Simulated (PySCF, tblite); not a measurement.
# C5H7OS radical: geometry, infrared bands and EPR parameters

Wanted: the infrared bands and EPR parameters of C5H7OS radical (`CC(=S)[C@@H](C)[C]=O`), by calculation.

The runs use tblite 0.8.0 and PySCF 2.14.0, with density-fitted response routines of our own; the level of theory stands in each step. All values are computed, except where a source is named. Atoms are numbered from 0 throughout.

### Step 1. The molecule as given

14 atoms, charge 0, multiplicity 2; geometry from: force field or distance geometry start.

Bonds of the start (Å): C0–C1 1.50, C1–S2 1.44, C1–C3 1.48, C3–C4 1.53, C3–C5 1.49, C5–O6 1.22, C0–H7 1.10, C0–H8 1.11, C0–H9 1.11, C3–H10 1.10, C4–H11 1.10, C4–H12 1.12, C4–H13 1.09.

### Step 2. Optimising the geometry with GFN2-xTB

Job settings and geometry (Å):

```
{"job": {"kind": "relax", "xc": "GFN2-xTB", "basis": "xTB"}, "charge": 0, "multiplicity": 2}
C      2.047900    -0.050000     0.391400
C      0.627100    -0.529900     0.480100
S      0.398900    -1.832500     1.052600
C     -0.527800     0.281600     0.019400
C     -1.797100    -0.531400     0.286800
C     -0.584800     1.566300     0.780800
O     -0.612200     2.657000     0.224900
H      2.557700    -0.704600    -0.330200
H      2.095400     1.019200     0.094800
H      2.472300    -0.104100     1.417700
H     -0.466600     0.468400    -1.059600
H     -2.705500     0.054000     0.102200
H     -1.783600    -1.334900    -0.486900
H     -1.722500    -0.959500     1.283800
```

Started as:

```bash
$ OMP_NUM_THREADS=1 python probes_run.py task.json out
```

The driver reads the jobs from task.json and runs them one after another.

**Question.** This job is followed by: GFN2-xTB harmonic vibrations, gas phase; UKS B3LYP, pcH-1 on C H O S, non-relativistic, mean-field spin-orbit, GIAO. Predict these results of the whole session: strongest single infrared mode (GFN2-xTB); zero-point energy (GFN2-xTB); g(iso) (B3LYP); ⟨S²⟩; largest a(iso) (averaged by class); surface potential, 1st and 99th percentile.

The runs gave:

```
                                 quantity                   value
strongest single infrared mode (GFN2-xTB)  1916 cm⁻¹, 1045 km/mol
             zero-point energy (GFN2-xTB)           65.8 kcal/mol
                           g(iso) (B3LYP)                 2.00445
                                     ⟨S²⟩      0.759 (exact 0.75)
       largest a(iso) (averaged by class)    13C on C5, 317.2 MHz
    surface potential, 1st and 99th percentile      -0.98 V and 1.52 V
```

**Reading.** The optimisation took 138 steps and gained 1.877 eV; among the close pairs (by a distance rule), C1–S2 changed most, from 1.441 to 1.640 Å. No mode is imaginary among the 36: a minimum at this level. The strongest single mode, at 1916 cm⁻¹, moves mainly C5 and O6. Unscaled tight-binding wavenumbers are off by several per cent, some by more. Its intensities can rank the bands wrongly. The largest share of the spin, 0.60 e, sits on C5. The isotropic g lies 2.1 ppt above the free-electron value.
